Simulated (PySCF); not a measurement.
# Cl6Ta ([TaCl6]-): the cost of one run

Computed with PySCF 2.14.0 and routines of our own; the level stands in each step. Atoms count from 0.

3 further runs of the same task are left out: 3 for a basis unfit for spin-orbit shieldings.

## 1. The system as given

7 atoms, charge -1, multiplicity 1; geometry from: GFN2-xTB.

## 2. NMR shieldings: PBE0/x2c-SVPall-2c Ta:us-x2c-SVPall-2c, spin-free

What the job is given:

```
{"job": {"xc": "PBE0", "basis": {"default": "x2c-SVPall-2c", "Ta": "us-x2c-SVPall-2c"}, "rel": "sf", "kind": "hnmr"}, "charge": -1, "multiplicity": 1}
Ta     0.000230     0.000150     0.000010
Cl    -0.007370     0.000390     2.357180
Cl     0.030560     0.018810    -2.356860
Cl     2.357080    -0.002360     0.013860
Cl    -2.356700    -0.017070    -0.024130
Cl    -0.019610     2.357100     0.013990
Cl    -0.004190    -2.357010    -0.004050
```

Level: PBE0/x2c-SVPall-2c Ta:us-x2c-SVPall-2c GIAO NMR shielding, spin-free X2C, Gaussian nuclei, gas phase.

Started as:

```
OMP_NUM_THREADS=1 python heavy_run.py task.json out
```

One launch serves the whole session: the jobs run in the order shown.

**Question.** How long does this first job take on 1 thread of Intel Xeon Platinum 8375C at 2.90GHz, shared host, and how much memory does it need?

About 2.6 min, with a peak of 1.4 GiB.
